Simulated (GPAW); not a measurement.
MoI:

```
CELL_PARAMETERS angstrom
0.00000 3.17885 3.17885
3.17885 0.00000 3.17885
3.17885 3.17885 0.00000
ATOMIC_POSITIONS crystal
Mo 0.00000 0.00000 0.00000
I 0.75000 0.75000 0.75000
```

The cell was built by a generator and needn't be a form met in nature.

Base run:

```yaml
Program: GPAW 26.7.0
Functional: PBE
Potentials_or_basis: GPAW PAW data sets (gpaw-data 1.2.1)
Cutoff: 600 eV
Basis: pw
k_mesh: 7 × 7 × 7
Occupations: fermi-dirac, width 0.05 eV
Spin: no spin polarisation
```

Its results: pressure -6.9 GPa.

Question: The run is repeated on the same cell with these changes: functional from PBE to r2SCAN. What comes out?

Answer: Pressure -7.5 GPa.

Caveats: an odd number of electrons without spin polarisation forces a metal; a magnetic or distorted state may lie lower; the PAW data sets were made with another functional, which shifts forces and pressure a little (some runs).

Not every run made on this cell is shown here.
